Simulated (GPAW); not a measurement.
# Mg3TiO4 (Pm-3m) in GPAW: a series of runs

One crystal, Mg3TiO4, is run at these levels: PBEsol+U; tasks: band structure.

Program: GPAW 26.7.0. These are calculated values, not measurements. Logs are shortened: lines on timing, memory, paths and dates and some standing lists are left out, and cuts for length are marked. The log counts tension as positive stress, the text compression.

### Step 1. Starting point

It takes space group Pm-3m (No. 221, cubic). Conventional cell: a = 4.314 Å, b = 4.314 Å, c = 4.314 Å, α = 90.00°, β = 90.00°, γ = 90.00°. Around Ti (site symmetry m-3m) lie 6 O at 2.16 Å. Mg (site symmetry 4/mmm) has 6 O at 2.16 Å as nearest neighbours. Around O (site symmetry 4/mmm) lie 2 Ti at 2.16 Å and 4 Mg at 2.16 Å. O (site symmetry m-3m) has 6 Mg at 2.16 Å as nearest neighbours.

The cell comes from a database or a generator and needn't be the stable form of this composition.

### Step 2. Band structure, PBEsol+U

run.py

```python
from ase import Atoms
from ase.dft.bandgap import bandgap
from ase.io import write
from ase.units import GPa
from gpaw import GPAW, PW, setup_paths

setup_paths.insert(0, '.')

atoms = Atoms(['Ti', 'Mg', 'Mg', 'Mg', 'O', 'O', 'O', 'O'],
              cell=[[4.31365886, 0.0, 0.0],
                    [0.0, 4.31365886, 0.0],
                    [0.0, 0.0, 4.31365886]],
              scaled_positions=[[0.0, 0.0, 0.0],
                                [0.5, 0.5, 0.0],
                                [0.5, 0.0, 0.5],
                                [0.0, 0.5, 0.5],
                                [0.0, 0.5, 0.0],
                                [0.0, 0.0, 0.5],
                                [0.5, 0.5, 0.5],
                                [0.5, 0.0, 0.0]],
              pbc=True)

calc = GPAW(mode=PW(800),
            xc='PBEsol',
            kpts={'size': (6, 6, 6), 'gamma': True},
            occupations={'name': 'fermi-dirac', 'width': 0.05},
            setups={'Ti': ':d,6.0'},
            nbands=55,
            convergence={'density': 1e-05, 'energy': 1e-05},
            maxiter=150,
            txt='gpaw.txt')
atoms.calc = calc
energy = atoms.get_potential_energy()
forces = atoms.get_forces()
stress = atoms.get_stress()
calc.write('gs.gpw')
write('result.traj', atoms)
print(f'Energy: {energy:.6f} eV')
print('Forces (eV/A):')
print(forces.round(4))
print('Stress (GPa):', (stress / GPa).round(3))
print('Fermi level:', round(calc.get_fermi_level(), 4), 'eV')
print(f'Gap: {bandgap(calc)[0]:.4f} eV, direct: {bandgap(calc, direct=True)[0]:.4f} eV')

path = atoms.cell.bandpath('GXMGRX,MR', npoints=60, eps=1e-4)
bs_calc = calc.fixed_density(kpts=path, symmetry='off', nbands=78,
                             convergence={'bands': 'CBM+6.0', 'eigenstates': 1e-6}, txt='bands.txt')
bs = bs_calc.band_structure()
bs.write('bs.json')
print(f'Gap on the path: {bandgap(bs_calc)[0]:.4f} eV')
```

Potentials or basis: PAW data sets generated in the run's folder for this functional, pw.

Run with:

```bash
> gpaw-setup -f PBEsol Mg O Ti
> OMP_NUM_THREADS=1 python run.py
```

gpaw.txt:

```text
__  _  _
 | _ |_)|_||  |
 |__||  | ||/\| - 26.7.0

Input parameters:
  mode=PW(ecut=800.0),
  convergence={'density': 1e-05, 'energy': 1e-05},
  kpts=MonkhorstPack(size=(6, 6, 6), gamma=True),
  maxiter=150,
  nbands=55,
  occupations=Occupations(name='fermi-dirac', width=0.05),
  setups={'Ti': ':d,6.0'},
  xc=XC(name='PBEsol')

Diagonalizing LCAO Hamiltonian
Converting LCAO to pw mode
    .----------.
   /|          |
  / |          |
 *  |          |
 |Mg|   O      |
 |  .----------.
 O /  Mg      /
 |/     Mg   /
 Ti---O-----*

Atoms  # Å, Bohr magnetons
|   | symbol |        x |        y |        z |    initial magnetic moments |
|---|--------|----------|----------|----------|-----------------------------|
| 0 |     Ti | 0.000000 | 0.000000 | 0.000000 | ( 0.0000,  0.0000,  0.0000) |
| 1 |     Mg | 2.156829 | 2.156829 | 0.000000 | ( 0.0000,  0.0000,  0.0000) |
| 2 |     Mg | 2.156829 | 0.000000 | 2.156829 | ( 0.0000,  0.0000,  0.0000) |
| 3 |     Mg | 0.000000 | 2.156829 | 2.156829 | ( 0.0000,  0.0000,  0.0000) |
| 4 |      O | 0.000000 | 2.156829 | 0.000000 | ( 0.0000,  0.0000,  0.0000) |
| 5 |      O | 0.000000 | 0.000000 | 2.156829 | ( 0.0000,  0.0000,  0.0000) |
| 6 |      O | 2.156829 | 2.156829 | 2.156829 | ( 0.0000,  0.0000,  0.0000) |
| 7 |      O | 2.156829 | 0.000000 | 0.000000 | ( 0.0000,  0.0000,  0.0000) |

Unit cell  # Å
| periodic |        x |        y |        z |  lengths |    angles |
|----------|----------|----------|----------|----------|-----------|
|      yes | 4.313659 | 0.000000 | 0.000000 | 4.313659 | 90.000000 |
|      yes | 0.000000 | 4.313659 | 0.000000 | 4.313659 | 90.000000 |
|      yes | 0.000000 | 0.000000 | 4.313659 | 4.313659 | 90.000000 |

Number of symmetries: 48
Symmetry operations  # r_c * U_cc + t_c -> r_c
|    | kind |            matrix            |
|----|------|------------------------------|
|  0 |  E   |  1, 0, 0,  0, 1, 0,  0, 0, 1 |
|  1 |  σ   |  1, 0, 0,  0, 1, 0,  0, 0,-1 |
|  2 |  σ   |  1, 0, 0,  0, 0, 1,  0, 1, 0 |
|  3 |  C4  |  1, 0, 0,  0, 0, 1,  0,-1, 0 |
|  4 |  C4  |  1, 0, 0,  0, 0,-1,  0, 1, 0 |
|  5 |  σ   |  1, 0, 0,  0, 0,-1,  0,-1, 0 |
|  6 |  σ   |  1, 0, 0,  0,-1, 0,  0, 0, 1 |
|  7 |  C2  |  1, 0, 0,  0,-1, 0,  0, 0,-1 |
|  8 |  σ   |  0, 1, 0,  1, 0, 0,  0, 0, 1 |
|  9 |  C2  |  0, 1, 0,  1, 0, 0,  0, 0,-1 |
| 10 |  C3  |  0, 1, 0,  0, 0, 1,  1, 0, 0 |
| 11 |  S6  |  0, 1, 0,  0, 0, 1, -1, 0, 0 |
| 12 |  S6  |  0, 1, 0,  0, 0,-1,  1, 0, 0 |
| 13 |  C3  |  0, 1, 0,  0, 0,-1, -1, 0, 0 |
| 14 |  C4  |  0, 1, 0, -1, 0, 0,  0, 0, 1 |
| 15 |  S4  |  0, 1, 0, -1, 0, 0,  0, 0,-1 |
| 16 |  C3  |  0, 0, 1,  1, 0, 0,  0, 1, 0 |
| 17 |  S6  |  0, 0, 1,  1, 0, 0,  0,-1, 0 |
| 18 |  σ   |  0, 0, 1,  0, 1, 0,  1, 0, 0 |
| 19 |  C4  |  0, 0, 1,  0, 1, 0, -1, 0, 0 |
| 20 |  C2  |  0, 0, 1,  0,-1, 0,  1, 0, 0 |
| 21 |  S4  |  0, 0, 1,  0,-1, 0, -1, 0, 0 |
| 22 |  S6  |  0, 0, 1, -1, 0, 0,  0, 1, 0 |
| 23 |  C3  |  0, 0, 1, -1, 0, 0,  0,-1, 0 |
| 24 |  S6  |  0, 0,-1,  1, 0, 0,  0, 1, 0 |
| 25 |  C3  |  0, 0,-1,  1, 0, 0,  0,-1, 0 |
| 26 |  C4  |  0, 0,-1,  0, 1, 0,  1, 0, 0 |
| 27 |  σ   |  0, 0,-1,  0, 1, 0, -1, 0, 0 |
| 28 |  S4  |  0, 0,-1,  0,-1, 0,  1, 0, 0 |
| 29 |  C2  |  0, 0,-1,  0,-1, 0, -1, 0, 0 |
| 30 |  C3  |  0, 0,-1, -1, 0, 0,  0, 1, 0 |
| 31 |  S6  |  0, 0,-1, -1, 0, 0,  0,-1, 0 |
| 32 |  C4  |  0,-1, 0,  1, 0, 0,  0, 0, 1 |
| 33 |  S4  |  0,-1, 0,  1, 0, 0,  0, 0,-1 |
| 34 |  S6  |  0,-1, 0,  0, 0, 1,  1, 0, 0 |
| 35 |  C3  |  0,-1, 0,  0, 0, 1, -1, 0, 0 |
| 36 |  C3  |  0,-1, 0,  0, 0,-1,  1, 0, 0 |
| 37 |  S6  |  0,-1, 0,  0, 0,-1, -1, 0, 0 |
| 38 |  σ   |  0,-1, 0, -1, 0, 0,  0, 0, 1 |
| 39 |  C2  |  0,-1, 0, -1, 0, 0,  0, 0,-1 |
| 40 |  σ   | -1, 0, 0,  0, 1, 0,  0, 0, 1 |
| 41 |  C2  | -1, 0, 0,  0, 1, 0,  0, 0,-1 |
| 42 |  C2  | -1, 0, 0,  0, 0, 1,  0, 1, 0 |
| 43 |  S4  | -1, 0, 0,  0, 0, 1,  0,-1, 0 |
| 44 |  S4  | -1, 0, 0,  0, 0,-1,  0, 1, 0 |
| 45 |  C2  | -1, 0, 0,  0, 0,-1,  0,-1, 0 |
| 46 |  C2  | -1, 0, 0,  0,-1, 0,  0, 0, 1 |
| 47 |  i   | -1, 0, 0,  0,-1, 0,  0, 0,-1 |

BZ-sampling:
  Number of BZ points: 216
  Number of IBZ points: 20

  Monkhorst-Pack size: [6, 6, 6]
  Monkhorst-Pack shift: [0.08333333333333333, 0.08333333333333333, 0.08333333333333333]

K-points  # in reciprocal-cell coordinates
|     |                                coordinates |     weight |
|-----|--------------------------------------------|------------|
|   0 | (  0.00000000,   0.00000000,   0.00000000) | 0.00462963 |
|   1 | (  0.16666667,   0.00000000,   0.00000000) | 0.02777778 |
|   2 | (  0.16666667,   0.16666667,   0.00000000) | 0.05555556 |
|   3 | (  0.16666667,   0.16666667,   0.16666667) | 0.03703704 |
|   4 | (  0.33333333,   0.00000000,   0.00000000) | 0.02777778 |
|   5 | (  0.33333333,   0.16666667,   0.00000000) | 0.11111111 |
|   6 | (  0.33333333,   0.16666667,   0.16666667) | 0.11111111 |
|   7 | (  0.33333333,   0.33333333,   0.00000000) | 0.05555556 |
|   8 | (  0.33333333,   0.33333333,   0.16666667) | 0.11111111 |
|   9 | (  0.33333333,   0.33333333,   0.33333333) | 0.03703704 |
| ... |                                            |            |
|  19 | (  0.50000000,   0.50000000,   0.50000000) | 0.00462963 |

Plane wave coefficients: 4224
Cutoff: 800.0 eV

Spin-components: 1 (collinear spins)
Bands:           55
Projectors:      41
Spin-degeneracy: 2
Datatype:        complex128

Parallelization:
  kpt:    1
  domain: 1
  band:   1

Density:
  Valence electrons: 66.0
  Components: 1
  Grid points: [30 30 30]
  Charge: 0.0  # |e|

Potential:
  Grid points: [30 30 30]

species:
  Ti:
    name:    Titanium
    Z:       22.0
    valence: 12
    core:    10
    charge:  0.0  # [|e|]
    Hubbard: {U: 6.0,  # eV
              l: 2,
              scale: True}
    compensation charges:
      type: gauss
      rc: 0.38  # [Å]
      lmax: 2
    cutoffs:
      filter: 2.23  # [Å]
      core: 1.02  # [Å]
    projectors
    | kind |    occ | energy [eV] | rcut [Å] |
    |------|--------|-------------|----------|
    |   3s |  2.000 |     -62.441 |    1.270 |
    |   4s |  2.000 |      -4.477 |    1.270 |
    |   3p |  6.000 |     -38.776 |    1.058 |
    |   4p |  0.000 |      -1.449 |    1.058 |
    |   3d |  2.000 |      -4.275 |    1.058 |
    |    d |        |      22.937 |    1.058 |

    Using partial waves for Ti as LCAO basis

  Mg:
    name:    Magnesium
    Z:       12.0
    valence: 10
    core:    2
    charge:  0.0  # [|e|]
    compensation charges:
      type: gauss
      rc: 0.33  # [Å]
      lmax: 2
    cutoffs:
      filter: 1.86  # [Å]
      core: 0.54  # [Å]
    projectors
    | kind |    occ | energy [eV] | rcut [Å] |
    |------|--------|-------------|----------|
    |   2s |  2.000 |     -79.588 |    1.090 |
    |   3s |  2.000 |      -4.679 |    1.090 |
    |   2p |  6.000 |     -46.550 |    1.085 |
    |   3p |  0.000 |      -1.306 |    1.085 |
    |    d |        |       0.000 |    1.037 |

    Using partial waves for Mg as LCAO basis

  O:
    name:    Oxygen
    Z:       8.0
    valence: 6
    core:    2
    charge:  0.0  # [|e|]
    compensation charges:
      type: gauss
      rc: 0.21  # [Å]
      lmax: 2
    cutoffs:
      filter: 1.17  # [Å]
      core: 0.83  # [Å]
    projectors
    | kind |    occ | energy [eV] | rcut [Å] |
    |------|--------|-------------|----------|
    |   2s |  2.000 |     -23.808 |    0.688 |
    |   2p |  4.000 |      -8.972 |    0.598 |
    |    s |        |       3.404 |    0.688 |
    |    p |        |      18.239 |    0.598 |
    |    d |        |       0.000 |    0.619 |

    Using partial waves for O as LCAO basis

Reference energy: -47646.671388  # eV

eigensolver:
  PPCG
  Converge bands: occupied
  niter=2

density mixing:
  MSR1-Mixer
  Pratt-step length: 0.05
  Maximum mixing coefficient: 0.75
  Old densities: 10
  SVD Regularization: 0.005
  Good broyden scale: 1.0
  Trust region scale: 1.0
  Backstep threshold: 4.0
  History deletion threshold: 6.0
  Fourier metric: weight=20.0, sigma=0.015

occupation numbers:
  Fermi-Dirac:
    width: 0.0500  # eV

poisson solver:
  ecut: 6400.0  # eV

xc functional:
  name: PBEsol with 2 nearest neighbor stencil

convergence criteria:
- Maximum integral of absolute [dens]ity change: 1e-05 electrons / valence electron
- Maximum [total energy] change in last 3 cyles: 1e-05 eV / valence electron
- Maximum integral of absolute [eigenst]ate change: 4e-08 eV^2 / valence electron
maximum number of iterations: 150

SCF iterations
|iter     | |      energy | eigst |  dens |
|---------|-|-------------|-------|-------|
|iter:   1| |  -54.658969 | +0.50 |       |
|iter:   2| |  -53.038847 | -1.34 | -1.00 |
|iter:   3| |  -49.746984 | -1.06 | -1.07 |
|iter:   4| |  -49.672171 | -2.06 | -1.53 |
|iter:   5| |  -49.697505 | -2.77 | -1.78 |
|iter:   6| |  -49.706935 | -3.34 | -2.16 |
|iter:   7| |  -49.707708 | -4.73 | -2.93 |
|iter:   8| |  -49.707742 | -5.67 | -3.30 |
|iter:   9| |  -49.707818c| -6.03 | -3.70 |
|iter:  10| |  -49.707799c| -7.37 | -4.32 |
|iter:  11| |  -49.707806c| -7.69c| -4.87 |
|iter:  12| |  -49.707805c| -8.38c| -5.47c|

Converged in 12 steps
Energy contributions relative to reference atoms: (reference = -47646.671388)

Energy contributions:
  Kinetic:          38.208738
  Coulomb:         -36.304755
  Zero:              0.804902
  External:          0.000000
  Xc:              -52.398206
  Entropy:          -0.036969
  Spinorbit:         0.000000
  ----------------------------
  Free energy:     -49.726290
  Extrapolated:    -49.707805

dipole moment: (-44.135834, -44.135834, -44.135834)  # |e|*Ang

Fermi level: 10.217
Eigenvalues  # (at kpt = [0.000, 0.000, 0.000])
| band index |      eig [eV] | occ [0-2] |
|------------|---------------|-----------|
|          0 |       -67.175 |     2.000 |
|        ... |               |           |
|         28 |         3.837 |     2.000 |
|         29 |         4.789 |     2.000 |
|         30 |         4.789 |     2.000 |
|         31 |         4.789 |     2.000 |
|         32 |         9.115 |     2.000 |
|         33 |         9.148 |     2.000 |
[... 8 lines left out ...]
|         42 |        16.087 |     0.000 |
|         43 |        17.020 |     0.000 |
|        ... |               |           |
|         54 |        23.908 |     0.000 |

No gap
No difference between direct/indirect transitions

Forces  # eV/Ang
|        x |        y |        z |
|----------|----------|----------|
| -0.00000 | -0.00000 | -0.00000 |  # Ti   0
| -0.00000 |  0.00000 |  0.00000 |  # Mg   1
| -0.00000 | -0.00000 |  0.00000 |  # Mg   2
|  0.00000 |  0.00000 |  0.00000 |  # Mg   3
|  0.00000 |  0.00000 |  0.00000 |  # O    4
|  0.00000 |  0.00000 |  0.00000 |  # O    5
| -0.00000 | -0.00000 |  0.00000 |  # O    6
| -0.00000 |  0.00000 |  0.00000 |  # O    7

Stress tensor  # eV/Ang^3
|        x |        y |        z |
|----------|----------|----------|
| 0.025708 | 0.000000 | 0.000000 |
| 0.000000 | 0.025708 | 0.000000 |
| 0.000000 | 0.000000 | 0.025708 |

# Writing to gs.gpw (mode='')
```

Wall time 5.7 min (1 thread of Arm Neoverse V1, shared host); peak memory 0.74 GiB.

Results:

| Quantity | Value |
| --- | --- |
| Free energy | -49.7263 eV |
| Pressure | -4.1 GPa |
| Band gap along the path | none (metal or under the smearing width) |

Levels at the corners of the path, in eV from the Fermi level:
```
point  band 29  band 30  band 31  band 32  band 33  band 34  band 35  band 36  band 37  band 38
    Γ    -6.38    -5.43    -5.43    -5.43    -1.10    -1.07    -1.07    -1.07     2.44     2.44
    X    -6.11    -6.11    -6.06    -6.06    -0.88     0.34     0.34     1.85     1.99     2.58
    M    -6.88    -6.11    -5.88    -5.88     0.37     0.37     1.04     2.39     3.70     3.70
    Γ    -6.38    -5.43    -5.43    -5.43    -1.10    -1.07    -1.07    -1.07     2.44     2.44
    R    -6.10    -5.93    -5.93    -5.93     1.11     1.11     1.11     1.98     2.33     2.33
    X    -6.11    -6.11    -6.06    -6.06    -0.88     0.34     0.34     1.85     1.99     2.58
    M    -6.88    -6.11    -5.88    -5.88     0.37     0.37     1.04     2.39     3.70     3.70
    R    -6.10    -5.93    -5.93    -5.93     1.11     1.11     1.11     1.98     2.33     2.33
```

Caveat: U without spin polarisation on a metal has little footing.

### Step 3. Band structure, PBEsol+U

Edit run.py of step 2 so:

```diff
@@ -26,3 +26,3 @@
             occupations={'name': 'fermi-dirac', 'width': 0.05},
-            setups={'Ti': ':d,6.0'},
+            setups={'Ti': ':d,8.0'},
             nbands=55,
```

Potentials or basis: PAW data sets generated in the run's folder for this functional, pw.

Run with:

```bash
> gpaw-setup -f PBEsol Mg O Ti
> OMP_NUM_THREADS=1 python run.py
```

Run time: 5.7 min. Hardware: 1 thread of Arm Neoverse V1, shared host; peak memory 0.74 GiB.

The run converged. Its results:

```yaml
Free_energy: -48.2213 eV
Pressure: -3.1 GPa
Band_gap_along_the_path: none (metal or under the smearing width)
```

Levels at the corners of the path, in eV from the Fermi level:
| point | band 31 | band 32 | band 33 | band 34 | band 35 | band 36 |
| --- | --- | --- | --- | --- | --- | --- |
| Γ | -5.51 | -5.51 | -1.20 | -1.08 | -1.08 | -1.08 |
| X | -6.12 | -6.12 | -0.88 | 0.36 | 0.36 | 1.83 |
| M | -5.95 | -5.95 | 0.38 | 0.38 | 1.07 | 2.58 |
| Γ | -5.51 | -5.51 | -1.20 | -1.08 | -1.08 | -1.08 |
| R | -5.99 | -5.99 | 1.14 | 1.14 | 1.14 | 1.90 |
| X | -6.12 | -6.12 | -0.88 | 0.36 | 0.36 | 1.83 |
| M | -5.95 | -5.95 | 0.38 | 0.38 | 1.07 | 2.58 |
| R | -5.99 | -5.99 | 1.14 | 1.14 | 1.14 | 1.90 |

Caveat: U without spin polarisation on a metal has little footing.
